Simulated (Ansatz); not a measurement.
# CdBr6: the cost of one run

Method: DFT PBE, scalar-relativistic, plane waves, PAW, in Ansatz 0.2.0.

1 further run of the same task is left out (it didn't finish). Runs told in other sessions of the task aren't counted.

**1. The starting structure**

It takes space group Im-3m (No. 229, cubic). The conventional cell has a = 8.250 Å, b = 8.250 Å, c = 8.250 Å, α = 90.00°, β = 90.00°, γ = 90.00°. Around Cd (site symmetry m-3m) lie 6 Br at 2.68 Å. Around Br (site symmetry 4mm) lie 1 Cd at 2.68 Å and 1 Br at 2.89 Å.

Structure file:

```xyz
7
Lattice="-4.1249 4.1249 4.1249 4.1249 -4.1249 4.1249 4.1249 4.1249 -4.1249" Properties=species:S:1:pos:R:3 pbc="T T T"
Cd    0.0000    0.0000    0.0000
Br    2.6817    0.0000    0.0000
Br    5.5680    0.0000    0.0000
Br    0.0000    2.6817    0.0000
Br    0.0000    5.5680    0.0000
Br    0.0000    0.0000    2.6817
Br    0.0000    0.0000    5.5680
```

A structure generator made this guess: random cell by space group and Wyckoff sites (Im-3m, No. 229). Lengths come from tabulated atomic sizes and are only a guess.

**2. Probe: one point on a coarse mesh**

Contents of input.yaml:

```yaml
crystal:
  lattice:
    - [-4.1248637, 4.1248637, 4.1248637]
    - [4.1248637, -4.1248637, 4.1248637]
    - [4.1248637, 4.1248637, -4.1248637]
  atoms:
    - { symbol: Cd, position: [0.0, 0.0, 0.0] }
    - { symbol: Br, position: [0.0, 0.32506507, 0.32506507] }
    - { symbol: Br, position: [0.0, 0.67493493, 0.67493493] }
    - { symbol: Br, position: [0.32506507, 0.0, 0.32506507] }
    - { symbol: Br, position: [0.67493493, 0.0, 0.67493493] }
    - { symbol: Br, position: [0.32506507, 0.32506507, 0.0] }
    - { symbol: Br, position: [0.67493493, 0.67493493, 0.0] }
basis:
  ecutwfc: 420
kpoints:
  mp_grid: { grid: [4, 4, 4] }
hamiltonian:
  xc: pbe
scf:
  occupations: { method: gaussian, width: 0.1 }
  lower_state_search: "off"
output:
  forces: true
  stress: true
  eigenvalues: true
```

Command:

```sh
$ ansatz run input.yaml --threads 1 --pin off --max-ram 2560MiB --backend cpu --events-out ev --progress --plain --runs-dir out
```

What time and memory should one allow on 1 thread of Intel Xeon 6975P-C (Granite Rapids), shared host?

About 3.7 s, with a peak of 0.53 GiB.
